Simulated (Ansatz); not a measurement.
# GaH₅OSnTe₂: basis-set convergence

How large a basis does GaH₅OSnTe₂ need? Two functionals are run in growing sets.

The runs use Ansatz 0.2.0, Gaussian basis; one geometry, several basis sets.

Plan: PBE0-D4/def2-SVP; ωB97M-V/def2-SVP; PBE0-D4/def2-QZVPP; ωB97M-V/def2-QZVPP; the functionals' def2-TZVPP values are taken from earlier runs.

### Step 1. The geometry

All runs share one geometry, relaxed beforehand with PBE0-D4 in a triple-zeta def2 set. Sn, Te take the def2 core potential; no spin-orbit term is included.

SMILES `[SnH3][O][Ga]([TeH])[TeH]`, 10 atoms, charge 0, spin multiplicity 1.

Atoms are counted from 1 here; the program's logs count them from 0.

Bond lengths: Sn1–O2 1.962 Å, Sn1–H6 1.712 Å, Sn1–H7 1.704 Å, Sn1–H8 1.704 Å, O2–Ga3 1.771 Å, Ga3–Te4 2.518 Å, Ga3–Te5 2.532 Å, Te4–H9 1.657 Å, Te5–H10 1.658 Å. Angles: O2–Sn1–H6 107.1°, O2–Sn1–H7 106.2°, O2–Sn1–H8 106.2°, H6–Sn1–H7 112.1°, H6–Sn1–H8 112.1°, H7–Sn1–H8 112.8°, Sn1–O2–Ga3 130.5°, O2–Ga3–Te4 117.7°, O2–Ga3–Te5 118.8°, Te4–Ga3–Te5 123.4°, Ga3–Te4–H9 89.7°, Ga3–Te5–H10 89.8°.

### Step 2. PBE0-D4 in def2-SVP

in.yaml

```yaml
crystal:
  periodic: [false, false, false]
  atoms:
    - {symbol: Sn, position_ang: [-2.231119, -0.044417, -0.207704]}
    - {symbol: O, position_ang: [-0.379413, -0.010376, -0.855208]}
    - {symbol: Ga, position_ang: [1.151130, 0.021672, 0.035769]}
    - {symbol: Te, position_ang: [3.283534, 0.063545, -1.302006]}
    - {symbol: Te, position_ang: [1.091444, 0.021685, 2.567267]}
    - {symbol: H, position_ang: [-2.165108, -0.029804, 1.503298]}
    - {symbol: H, position_ang: [-2.917956, -1.482751, -0.809106]}
    - {symbol: H, position_ang: [-2.977482, 1.354247, -0.831189]}
    - {symbol: H, position_ang: [2.396000, 0.048755, -2.701727]}
    - {symbol: H, position_ang: [2.748960, 0.057435, 2.600606]}
basis:
  gaussian: {orbitals: def2-SVP}
hamiltonian: {xc: pbe0, dispersion: d4}
output: {orbitals: {seedname: orbitals}}
```

Run with:

```bash
> ansatz run in.yaml --threads 2 --pin off --events-out ev --progress --plain --max-ram 20480MiB --backend cpu
```

Further steps of the session: ωB97M-V in def2-SVP; PBE0-D4 in def2-QZVPP; ωB97M-V in def2-QZVPP.

Before running them: what should the planned runs give, taken together? Wanted: PBE0-D4: double and triple zeta above quadruple; ωB97M-V: double and triple zeta above quadruple.

As calculated:

| quantity | value |
| --- | --- |
| PBE0-D4: double and triple zeta above quadruple | 11.68, 1.46 eV |
| ωB97M-V: double and triple zeta above quadruple | 11.75, 1.43 eV |

For PBE0-D4 the step from double to triple zeta gains 10.22 eV and the next only 1.46 eV. These are total energies; as a rule much of such shifts cancels in differences, which this series doesn't test.
